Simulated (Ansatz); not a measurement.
# CH₆ClFSi₂: one species, many methods

How much do the methods differ for CH₆ClFSi₂? The plan is to run it at one geometry with functionals of several rungs and with coupled cluster, and see how far each lands from CCSD(T) at the basis-set limit for the atomisation energy.

Program: Ansatz 0.2.0, Gaussian basis. Level of theory: functionals in def2-TZVPP, the program's frozen cores in correlated methods. These are calculated values, not measurements.

Plan: PBE-D4, r2SCAN-D4, PBE0-D4, B3LYP-D4, ωB97X-V, ωB97M-V, B2PLYP; CCSD(T)/def2-TZVPP; MP2/def2-QZVPP; extrapolation to the limit.

## (1) The geometry

The geometry comes from an earlier relaxation with PBE0-D4 in a triple-zeta def2 set; it is a stationary point, not always the lowest conformer.

SMILES `F[SiH2]C[SiH2]Cl`, 11 atoms, charge 0, spin multiplicity 1.

Atoms are counted from 1 here; the program's logs count them from 0.

Bond lengths: F1–Si2 1.604 Å, Si2–C3 1.861 Å, Si2–H6 1.484 Å, Si2–H7 1.480 Å, C3–Si4 1.859 Å, C3–H8 1.095 Å, C3–H9 1.097 Å, Si4–Cl5 2.062 Å, Si4–H10 1.482 Å, Si4–H11 1.482 Å. Angles: F1–Si2–C3 108.7°, F1–Si2–H6 107.3°, F1–Si2–H7 107.5°, C3–Si2–H6 110.8°, C3–Si2–H7 111.5°, H6–Si2–H7 110.9°, Si2–C3–Si4 114.7°, Si2–C3–H8 109.4°, Si2–C3–H9 108.3°, Si4–C3–H8 109.6°, Si4–C3–H9 107.1°, H8–C3–H9 107.5°, C3–Si4–Cl5 109.4°, C3–Si4–H10 112.0°, C3–Si4–H11 110.6°, Cl5–Si4–H10 107.3°, Cl5–Si4–H11 107.3°, H10–Si4–H11 110.0°.

## (2) PBE-D4 (GGA)

in.yaml

```yaml
crystal:
  periodic: [false, false, false]
  atoms:
    - {symbol: F, position_ang: [-1.540177, 1.540840, 1.931492]}
    - {symbol: Si, position_ang: [-0.361617, 1.244326, 0.885338]}
    - {symbol: C, position_ang: [-0.721440, -0.362602, 0.019016]}
    - {symbol: Si, position_ang: [0.736129, -1.116758, -0.853796]}
    - {symbol: Cl, position_ang: [1.662856, 0.321481, -2.005177]}
    - {symbol: H, position_ang: [0.901418, 1.153443, 1.658392]}
    - {symbol: H, position_ang: [-0.317413, 2.375933, -0.067416]}
    - {symbol: H, position_ang: [-1.539757, -0.216296, -0.692944]}
    - {symbol: H, position_ang: [-1.061110, -1.089018, 0.768188]}
    - {symbol: H, position_ang: [0.332660, -2.216772, -1.761176]}
    - {symbol: H, position_ang: [1.733750, -1.607577, 0.126183]}
basis:
  gaussian: {orbitals: def2-TZVPP}
hamiltonian: {xc: pbe, dispersion: d4}
output: {forces: true, orbitals: {seedname: orbitals}}
```

The run is started by

```bash
$ ansatz run in.yaml --threads 4 --pin off --events-out ev --progress --plain --max-ram 10444MiB
```

The log of the run (excerpt; [...] marks lines left out):

```text
Functional definition: PBE
  name "PBE"
  cite "Perdew, Burke & Ernzerhof, Phys. Rev. Lett. 77, 3865 (1996) doi:10.1103/PhysRevLett.77.3865"
  parent pbe
[...]
1560 factors; their error is unknown
[...]
mean field -32117.97642105 eV, -1180.3138631274 hartree, gradient 3.0e-5 eV, S^2 0.000000; 0 other end points of the search recorded, 0 dependent functions left out
[...]
reference -32117.97646573 eV, -1180.3138647693 hartree; 33, 33 occupied and 239, 239 virtual orbitals, 1560 factors
Total energy: -32118.26053203 eV, -1180.3243040134 hartree
Atom 0 at    -1.540177     1.540840     1.931492 Å, force    -0.457478     0.124835     0.411893 eV/Å
Atom 1 at    -0.361617     1.244326     0.885338 Å, force     0.319611    -0.045661    -0.252746 eV/Å
Atom 2 at    -0.721440    -0.362602     0.019016 Å, force     0.011692     0.000379    -0.011128 eV/Å
Atom 3 at     0.736129    -1.116758    -0.853796 Å, force    -0.008438    -0.069751     0.029099 eV/Å
Atom 4 at     1.662856     0.321481    -2.005177 Å, force     0.129153     0.187740    -0.158586 eV/Å
Atom 5 at     0.901418     1.153443     1.658392 Å, force     0.153949    -0.012847     0.079239 eV/Å
Atom 6 at    -0.317413     2.375933    -0.067416 Å, force     0.015845     0.127189    -0.119326 eV/Å
Atom 7 at    -1.539757    -0.216296    -0.692944 Å, force    -0.155860     0.018402    -0.129133 eV/Å
Atom 8 at    -1.061110    -1.089018     0.768188 Å, force    -0.069080    -0.134007     0.136610 eV/Å
Atom 9 at     0.332660    -2.216772    -1.761176 Å, force    -0.044991    -0.133627    -0.099352 eV/Å
Atom 10 at     1.733750    -1.607577     0.126183 Å, force     0.105597    -0.062651     0.113429 eV/Å
Dipole moment:    -0.097736    -0.290868    -0.031240 e Å
```

Wall time 2.5 s (4 threads of Arm Neoverse V2, shared host); peak memory 0.41 GiB.

With the free atoms at this level, -32078.605 eV in sum, the atomisation energy is 3826.1 kJ/mol. HOMO -7.53 eV, LUMO -0.92 eV.

## (3) r2SCAN-D4 (meta-GGA)

Edit in.yaml of step 2 so:

```diff
@@ -16,3 +16,3 @@
   gaussian: {orbitals: def2-TZVPP}
-hamiltonian: {xc: pbe, dispersion: d4}
+hamiltonian: {xc: r2scan, dispersion: d4}
 output: {forces: true, orbitals: {seedname: orbitals}}
```

The command is unchanged.

The log of the run (excerpt; [...] marks lines left out):

```text
Functional definition: r2SCAN
  name "r2SCAN"
  cite "Furness, Kaplan, Ning, Perdew & Sun, J. Phys. Chem. Lett. 11, 8208 (2020) doi:10.1021/acs.jpclett.0c02405"
  cite "Furness, Kaplan, Ning, Perdew & Sun, J. Phys. Chem. Lett. 11, 9248 (2020) doi:10.1021/acs.jpclett.0c03077"
  parent r2scan
[...]
1560 factors; their error is unknown
[...]
mean field -32131.69102744 eV, -1180.8178656159 hartree, gradient 1.5e-5 eV, S^2 0.000000; 0 other end points of the search recorded, 0 dependent functions left out
[...]
reference -32131.69104036 eV, -1180.8178660908 hartree; 33, 33 occupied and 239, 239 virtual orbitals, 1560 factors
Total energy: -32131.76010701 eV, -1180.8204042432 hartree
Atom 0 at    -1.540177     1.540840     1.931492 Å, force    -0.026772     0.006140     0.023427 eV/Å
Atom 1 at    -0.361617     1.244326     0.885338 Å, force     0.027010     0.020066    -0.008350 eV/Å
Atom 2 at    -0.721440    -0.362602     0.019016 Å, force     0.013913     0.000080     0.000101 eV/Å
Atom 3 at     0.736129    -1.116758    -0.853796 Å, force    -0.002122    -0.056724     0.013588 eV/Å
Atom 4 at     1.662856     0.321481    -2.005177 Å, force     0.029117     0.040817    -0.035730 eV/Å
Atom 5 at     0.901418     1.153443     1.658392 Å, force    -0.015447     0.001236    -0.021648 eV/Å
Atom 6 at    -0.317413     2.375933    -0.067416 Å, force     0.006359    -0.024096     0.016126 eV/Å
Atom 7 at    -1.539757    -0.216296    -0.692944 Å, force    -0.003457    -0.010222     0.012814 eV/Å
Atom 8 at    -1.061110    -1.089018     0.768188 Å, force    -0.012978     0.009453    -0.006735 eV/Å
Atom 9 at     0.332660    -2.216772    -1.761176 Å, force     0.010163     0.011883     0.021570 eV/Å
Atom 10 at     1.733750    -1.607577     0.126183 Å, force    -0.025787     0.001367    -0.015163 eV/Å
Dipole moment:    -0.101621    -0.300844    -0.027545 e Å
```

Run time: 4.7 s. Hardware: 4 threads of Arm Neoverse V2, shared host; peak memory 0.44 GiB.

Atomisation energy: 3835.4 kJ/mol (free atoms -32092.009 eV, run apart). HOMO -7.87 eV, LUMO -0.52 eV.

## (4) PBE0-D4 (hybrid)

Edit in.yaml of step 3 so:

```diff
@@ -16,3 +16,3 @@
   gaussian: {orbitals: def2-TZVPP}
-hamiltonian: {xc: r2scan, dispersion: d4}
-output: {forces: true, orbitals: {seedname: orbitals}}
+hamiltonian: {xc: pbe0, dispersion: d4}
+output: {orbitals: {seedname: orbitals}}
```

Launched as before.

The log of the run:

```text
Functional definition: PBE0
  name "PBE0"
  cite "Adamo & Barone, J. Chem. Phys. 110, 6158 (1999) doi:10.1063/1.478522"
  cite "Perdew, Burke & Ernzerhof, Phys. Rev. Lett. 77, 3865 (1996) doi:10.1103/PhysRevLett.77.3865"
  parent pbe
  parameter a = 0.25
  parameter kappa = 0.804
  parameter beta = 0.06672455060314922
  exchange = (1 - a)*pbe_x(kappa = kappa, mu = beta*pi^2/3) + a*exact_x
  correlation = pbe_c(beta = beta)
1597 factors; their error is unknown
mean field evaluation 1: about -32114.7549 eV, gradient 5.6e1 eV
mean field evaluation 2: about -32110.9932 eV, gradient 6.7e1 eV
mean field evaluation 4: about -32120.8425 eV, gradient 3.3e0 eV
mean field evaluation 8: about -32120.8612 eV, gradient 3.9e-2 eV
mean field evaluation 16: about -32120.9330 eV, gradient 3.1e-5 eV
mean field -32120.93300564 eV, -1180.4225156070 hartree, gradient 3.1e-5 eV, S^2 0.000000; 0 other end points of the search recorded, 0 dependent functions left out
reference -32120.93303904 eV, -1180.4225168344 hartree; 33, 33 occupied and 239, 239 virtual orbitals, 1597 factors
Total energy: -32121.17560702 eV, -1180.4314310431 hartree
```

It took 3.2 s on 4 threads of Arm Neoverse V2, shared host; peak memory 0.83 GiB.

Atomisation energy: 3799.8 kJ/mol (free atoms -32081.793 eV, run apart). HOMO -8.88 eV, LUMO -0.04 eV.

## (5) B3LYP-D4 (hybrid)

B3LYP here takes the VWN-RPA correlation.

Edit in.yaml of step 4 so:

```diff
@@ -16,3 +16,3 @@
   gaussian: {orbitals: def2-TZVPP}
-hamiltonian: {xc: pbe0, dispersion: d4}
-output: {orbitals: {seedname: orbitals}}
+hamiltonian: {xc: {name: B3LYP}, dispersion: d4}
+output: {forces: true, orbitals: {seedname: orbitals}}
```

Launched as before.

The log of the run (excerpt; [...] marks lines left out):

```text
Functional definition: B3LYP
  name "B3LYP"
  cite "Stephens, Devlin, Chabalowski & Frisch, J. Phys. Chem. 98, 11623 (1994) doi:10.1021/j100096a001"
  cite "Becke, Phys. Rev. A 38, 3098 (1988) doi:10.1103/PhysRevA.38.3098"
  cite "Lee, Yang & Parr, Phys. Rev. B 37, 785 (1988) doi:10.1103/PhysRevB.37.785"
  cite "Vosko, Wilk & Nusair, Can. J. Phys. 58, 1200 (1980) doi:10.1139/p80-159"
[...]
1585 factors; their error is unknown
[...]
mean field -32137.39896089 eV, -1181.0276283012 hartree, gradient 9.0e-6 eV, S^2 0.000000; 0 other end points of the search recorded, 0 dependent functions left out
[...]
reference -32137.39925057 eV, -1181.0276389467 hartree; 33, 33 occupied and 239, 239 virtual orbitals, 1585 factors
Total energy: -32137.86000432 eV, -1181.0445713348 hartree
Atom 0 at    -1.540177     1.540840     1.931492 Å, force    -0.144331     0.042169     0.133764 eV/Å
Atom 1 at    -0.361617     1.244326     0.885338 Å, force     0.193779     0.131140    -0.071175 eV/Å
Atom 2 at    -0.721440    -0.362602     0.019016 Å, force    -0.088213    -0.053505     0.008081 eV/Å
Atom 3 at     0.736129    -1.116758    -0.853796 Å, force     0.014828    -0.320469     0.048366 eV/Å
Atom 4 at     1.662856     0.321481    -2.005177 Å, force     0.107379     0.154723    -0.133693 eV/Å
Atom 5 at     0.901418     1.153443     1.658392 Å, force    -0.078502     0.009177    -0.053077 eV/Å
Atom 6 at    -0.317413     2.375933    -0.067416 Å, force     0.003412    -0.073318     0.066317 eV/Å
Atom 7 at    -1.539757    -0.216296    -0.692944 Å, force     0.037121    -0.019942     0.050233 eV/Å
Atom 8 at    -1.061110    -1.089018     0.768188 Å, force    -0.002140     0.040203    -0.051025 eV/Å
Atom 9 at     0.332660    -2.216772    -1.761176 Å, force     0.028610     0.064344     0.066396 eV/Å
Atom 10 at     1.733750    -1.607577     0.126183 Å, force    -0.071943     0.025478    -0.064185 eV/Å
Dipole moment:    -0.085638    -0.304791    -0.034887 e Å
```

Wall time 4.9 s (4 threads of Arm Neoverse V2, shared host); peak memory 0.91 GiB.

Atomisation energy: 3809.2 kJ/mol (free atoms -32098.380 eV, run apart). HOMO -8.64 eV, LUMO -0.24 eV.

## (6) ωB97X-V (range-separated)

Edit in.yaml of step 5 so:

```diff
@@ -16,3 +16,3 @@
   gaussian: {orbitals: def2-TZVPP}
-hamiltonian: {xc: {name: B3LYP}, dispersion: d4}
-output: {forces: true, orbitals: {seedname: orbitals}}
+hamiltonian: {xc: {name: wB97X-V}}
+output: {orbitals: {seedname: orbitals}}
```

Launched as before.

The log of the run (excerpt; [...] marks lines left out):

```text
Functional definition: wB97X-V
  name "wB97X-V"
  cite "Mardirossian & Head-Gordon, Phys. Chem. Chem. Phys. 16, 9904 (2014) doi:10.1039/C3CP54374A"
  cite "Becke, J. Chem. Phys. 107, 8554 (1997) doi:10.1063/1.475007"
  cite "Vydrov & Van Voorhis, J. Chem. Phys. 133, 244103 (2010) doi:10.1063/1.3521275"
[...]
      + integral(e_c_pw_opposite_spin*poly(b97_u_opposite, cos0, cos1)) + vv10(b, c)
1582 factors; their error is unknown
336 factors; integrals over basis functions are off by at most 1.6e-5 eV
[...]
mean field -32130.26261578 eV, -1180.7653724556 hartree, gradient 2.2e-5 eV, S^2 0.000000; 0 other end points of the search recorded, 0 dependent functions left out
reference -32130.26261357 eV, -1180.7653723744 hartree; 33, 33 occupied and 239, 239 virtual orbitals, 1582 factors
Total energy: -32130.26261357 eV, -1180.7653723744 hartree
```

It took 8 s on 4 threads of Arm Neoverse V2, shared host; peak memory 1 GiB.

With the free atoms at this level, -32090.333 eV in sum, the atomisation energy is 3852.7 kJ/mol. HOMO -11.26 eV, LUMO 2.01 eV.

## (7) ωB97M-V (range-separated)

Edit in.yaml of step 6 so:

```diff
@@ -16,3 +16,3 @@
   gaussian: {orbitals: def2-TZVPP}
-hamiltonian: {xc: {name: wB97X-V}}
-output: {orbitals: {seedname: orbitals}}
+hamiltonian: {xc: {name: wB97M-V}}
+output: {forces: true, orbitals: {seedname: orbitals}}
```

Launched as before.

The log of the run (excerpt; [...] marks lines left out):

```text
Functional definition: wB97M-V
  name "wB97M-V"
  cite "Mardirossian & Head-Gordon, J. Chem. Phys. 144, 214110 (2016) doi:10.1063/1.4952647"
  cite "Becke, J. Chem. Phys. 107, 8554 (1997) doi:10.1063/1.475007"
  cite "Vydrov & Van Voorhis, J. Chem. Phys. 133, 244103 (2010) doi:10.1063/1.3521275"
  # Of w^i u^j: cxij and so on, Table III.
[...]
  gx(w, u) = 1 - cx + cx01*u + cx10*w
  gss(w, u) = css00 + css04*u^4 + css10*w + css20*w^2 + css43*w^4*u^3
  gos(w, u) = cos00 + cos10*w + (cos20 + cos21*u)*w^2 + (cos60 + cos61*u)*w^6
[...]
      + integral(e_c_pw_mod_opposite_spin*gos(b97_w_opposite, b97_u_opposite)) + vv10(b, c)
1582 factors; their error is unknown
336 factors; integrals over basis functions are off by at most 1.6e-5 eV
[...]
Atom 1 at    -0.361617     1.244326     0.885338 Å, force     0.221190     0.067832    -0.126120 eV/Å
Atom 2 at    -0.721440    -0.362602     0.019016 Å, force    -0.020211    -0.012679     0.000313 eV/Å
Atom 3 at     0.736129    -1.116758    -0.853796 Å, force     0.004536    -0.234147     0.053845 eV/Å
Atom 4 at     1.662856     0.321481    -2.005177 Å, force     0.018567     0.055708    -0.023063 eV/Å
Atom 5 at     0.901418     1.153443     1.658392 Å, force    -0.134659     0.004574    -0.092913 eV/Å
Atom 6 at    -0.317413     2.375933    -0.067416 Å, force    -0.000506    -0.133494     0.107330 eV/Å
Atom 7 at    -1.539757    -0.216296    -0.692944 Å, force     0.054703    -0.010596     0.049791 eV/Å
Atom 8 at    -1.061110    -1.089018     0.768188 Å, force     0.018017     0.051551    -0.049860 eV/Å
Atom 9 at     0.332660    -2.216772    -1.761176 Å, force     0.049403     0.133553     0.113171 eV/Å
Atom 10 at     1.733750    -1.607577     0.126183 Å, force    -0.118847     0.060238    -0.111750 eV/Å
Dipole moment:    -0.091835    -0.303824    -0.032825 e Å
```

Wall time 13 s (4 threads of Arm Neoverse V2, shared host); peak memory 1.1 GiB.

Atomisation energy: 3842.9 kJ/mol (free atoms -32092.742 eV, run apart). HOMO -11.09 eV, LUMO 1.70 eV.

## (8) B2PLYP (double hybrid)

Edit in.yaml of step 7 so:

```diff
@@ -16,3 +16,2 @@
   gaussian: {orbitals: def2-TZVPP}
-hamiltonian: {xc: {name: wB97M-V}}
-output: {forces: true, orbitals: {seedname: orbitals}}
+hamiltonian: {xc: {name: B2PLYP}}
```

Same command.

The log of the run (excerpt; [...] marks lines left out):

```text
Functional definition: B2PLYP
  name "B2PLYP"
  cite "Grimme, J. Chem. Phys. 124, 034108 (2006) doi:10.1063/1.2148954"
  cite "Becke, Phys. Rev. A 38, 3098 (1988) doi:10.1103/PhysRevA.38.3098"
  cite "Lee, Yang & Parr, Phys. Rev. B 37, 785 (1988) doi:10.1103/PhysRevB.37.785"
[...]
1580 factors; integrals over basis functions are off by at most 7.8e-4 eV
[...]
mean field -32115.53201039 eV, -1180.2240326924 hartree, gradient 2.8e-6 eV, S^2 0.000000; 0 other end points of the search recorded, 0 dependent functions left out
17 core orbitals not correlated: weight in the atoms' cores, before any rotation towards them, 1.000 or more for the frozen orbitals, at most 0.000 for the correlated occupied ones
reference -32115.53219360 eV, -1180.2240394253 hartree; 16, 16 occupied and 239, 239 virtual orbitals, 1580 factors
second order -28.22751958 eV of doubles, -0.00000000 eV of singles
Total energy: -32123.15362389 eV, -1180.5041218224 hartree
```

Wall time 6 s (4 threads of Arm Neoverse V2, shared host); peak memory 0.75 GiB.

With the free atoms at this level, -32084.018 eV in sum, the atomisation energy is 3776.0 kJ/mol.

## (9) Frontier levels by functional

Dipoles come from the runs that computed forces. Levels, from each run's orbital file:

| functional | HOMO (eV) | LUMO (eV) | gap (eV) | dipole (D) |
| --- | --- | --- | --- | --- |
| PBE-D4 | -7.53 | -0.92 | 6.61 | 1.48 |
| r2SCAN-D4 | -7.87 | -0.52 | 7.36 | 1.53 |
| PBE0-D4 | -8.88 | -0.04 | 8.84 |  |
| B3LYP-D4 | -8.64 | -0.24 | 8.41 | 1.53 |
| ωB97X-V | -11.26 | 2.01 | 13.27 |  |
| ωB97M-V | -11.09 | 1.70 | 12.78 | 1.53 |

## (10) CCSD(T) in def2-TZVPP

Edit in.yaml of step 8 so:

```diff
@@ -16,2 +16,2 @@
   gaussian: {orbitals: def2-TZVPP}
-hamiltonian: {xc: {name: B2PLYP}}
+correlation: {method: ccsd_t}
```

The command is unchanged.

The log of the run (excerpt; [...] marks lines left out):

```text
Functional definition: HF
  name "HF"
  cite "Fock, Z. Phys. 61, 126 (1930) doi:10.1007/BF01340294"
  parent pbe
[...]
1580 factors; integrals over basis functions are off by at most 7.8e-4 eV
[...]
mean field -32065.87984901 eV, -1178.3993494170 hartree, gradient 7.7e-6 eV, S^2 0.000000; 0 other end points of the search recorded, 0 dependent functions left out
17 core orbitals not correlated: weight in the atoms' cores, before any rotation towards them, 1.000 or more for the frozen orbitals, at most 0.000 for the correlated occupied ones
reference -32065.87984901 eV, -1178.3993494170 hartree; 16, 16 occupied and 239, 239 virtual orbitals, 1580 factors
second order -23.39557559 eV of doubles, -0.00000000 eV of singles
cycle   1  -24.29369512 eV  change   -9.0e-1 eV  update   9.9e-2
[...]
cycle   9  -24.95305341 eV  change   -7.9e-6 eV  update   1.2e-5
perturbative correction -0.88850185 eV, -0.0326518409 hartree
Total energy: -32091.72140427 eV, -1179.3490090568 hartree
```

It took 2.6 min on 4 threads of Arm Neoverse V2, shared host; peak memory 6.7 GiB.

## (11) MP2 in def2-QZVPP

Edit in.yaml of step 10 so:

```diff
@@ -15,3 +15,3 @@
 basis:
-  gaussian: {orbitals: def2-TZVPP}
-correlation: {method: ccsd_t}
+  gaussian: {orbitals: "def2-QZVPP.json"}
+correlation: {method: mp2}
```

The command is unchanged.

The log of the run:

```text
Functional definition: HF
  name "HF"
  cite "Fock, Z. Phys. 61, 126 (1930) doi:10.1007/BF01340294"
  parent pbe
  exchange = exact_x
  correlation = 0
2965 factors; integrals over basis functions are off by at most 6.6e-4 eV
mean field evaluation 1: about -32063.2845 eV, gradient 3.8e1 eV
mean field evaluation 2: about -32063.4365 eV, gradient 3.8e1 eV
mean field evaluation 4: about -32066.8596 eV, gradient 3.7e0 eV
mean field evaluation 8: about -32066.9125 eV, gradient 2.3e-1 eV
mean field -32066.91278696 eV, -1178.4373091867 hartree, gradient 1.9e-6 eV, S^2 0.000000; 0 other end points of the search recorded, 0 dependent functions left out
17 core orbitals not correlated: weight in the atoms' cores, before any rotation towards them, 1.000 or more for the frozen orbitals, at most 0.000 for the correlated occupied ones
reference -32066.91278696 eV, -1178.4373091867 hartree; 16, 16 occupied and 471, 471 virtual orbitals, 2965 factors
second order -25.42261442 eV of doubles, -0.00000000 eV of singles
Total energy: -32092.33540138 eV, -1179.3715730344 hartree
```

Run time: 24 s. Hardware: 4 threads of Arm Neoverse V2, shared host; peak memory 3.3 GiB.

The pieces so far (eV):

| basis | HF | MP2 correlation | CCSD correlation | (T) | total |
| --- | --- | --- | --- | --- | --- |
| def2-TZVPP | -32065.8798 | -23.3956 | -24.9531 | -0.8885 | -32091.7214 |
| def2-QZVPP | -32066.9128 | -25.4226 |  |  | -32092.3354 (MP2) |

The report of the def2-TZVPP run gives T1 = 0.0103.

## (12) From triple and quadruple zeta to the limit

This step is arithmetic on the last runs, with X = 3 and 4: exp(−7.88√X) for Hartree-Fock, X^−2.97 for correlation; only MP2 was run in the larger set, so CCSD(T) minus MP2 is added from the smaller one.

| level | energy at the limit (eV) |
| --- | --- |
| HF | -32067.0551 |
| MP2 | -32093.9792 |
| CCSD | -32095.5367 |
| CCSD(T) | -32096.4252 |

## (13) All levels against the reference

Free atoms (1 F, 2 Si, 1 C, 1 Cl, 6 H) were run apart at each level; the atomisation energy is their sum less the molecule, without zero-point or spin-orbit terms.

Differences are taken before rounding.

| method | rung | atoms, summed (eV) | atomisation energy (kJ/mol) | from CCSD(T)/CBS (kJ/mol) | time |
| --- | --- | --- | --- | --- | --- |
| PBE-D4 | GGA | -32078.605 | 3826.1 | -16.3 | 2.5 s |
| r2SCAN-D4 | meta-GGA | -32092.009 | 3835.4 | -7.1 | 4.7 s |
| PBE0-D4 | hybrid | -32081.793 | 3799.8 | -42.6 | 3.2 s |
| B3LYP-D4 | hybrid | -32098.380 | 3809.2 | -33.3 | 4.9 s |
| ωB97X-V | range-separated | -32090.333 | 3852.7 | +10.2 | 8 s |
| ωB97M-V | range-separated | -32092.742 | 3842.9 | +0.4 | 13 s |
| B2PLYP | double hybrid | -32084.018 | 3776.0 | -66.5 | 6 s |
| HF/def2-TZVPP | wavefunction | -32035.466 | 2934.5 | -908.0 |  |
| MP2/def2-TZVPP | wavefunction | -32050.009 | 3788.7 | -53.8 |  |
| CCSD/def2-TZVPP | wavefunction | -32052.531 | 3695.6 | -146.9 |  |
| CCSD(T)/def2-TZVPP | wavefunction | -32052.972 | 3738.8 | -103.7 | 2.6 min |
| MP2/CBS | wavefunction | -32053.637 | 3892.4 | +49.9 |  |
| CCSD(T)/CBS | wavefunction | -32056.601 | 3842.5 | 0 | 3 min |

Among the levels timed on like hardware and quicker than the yardstick, those that no quicker one beats, quickest first: PBE-D4 (2.5 s, -16.3 kJ/mol); r2SCAN-D4 (4.7 s, -7.1 kJ/mol); ωB97M-V (13 s, +0.4 kJ/mol).

B2PLYP carry no dispersion term (for B3LYP, D4 adds 44.5 kJ/mol).

Times are those of the molecule's run; HF, MP2 and CCSD come out of the CCSD(T) runs, and the limit's time is the sum of the runs that it needs.

## (14) Outcome

| quantity | value |
| --- | --- |
| atomisation energy, CCSD(T)/CBS | 3842.5 kJ/mol |
| functionals within 19.2 kJ/mol (0.5 %) | PBE-D4, r2SCAN-D4, ωB97X-V, ωB97M-V |
| farthest | B2PLYP (-66.5 kJ/mol) |
| mean size of error, hybrid | 38.0 kJ/mol |
| mean size of error, range-separated | 5.3 kJ/mol |
| gap, smallest and largest | 6.61 eV (PBE-D4), 13.27 eV (ωB97X-V) |
| T1 diagnostic | 0.0103 |
| triples share of the correlation energy | 3.4 % |

PBE-D4 is off by -16.3 kJ/mol. Double hybrids carry the basis error of their MP2 part in triple zeta, and no dispersion term here, so their miss is partly the set-up's. The reference freezes the cores and leaves out relativity and excitations past (T), so misses under about 19.2 kJ/mol can't be ranked. Hartree-Fock recovers 76 % of the binding; the rest is correlation. Orbital gaps span 6.6 to 13.3 eV; exact exchange widens them.

ωB97M-V reaches 0.4 kJ/mol from the reference in 13 s, where CCSD(T)/CBS took 3 min; the quickest level in the cost chart, PBE-D4, takes 2.5 s and misses by 16.3 kJ/mol.
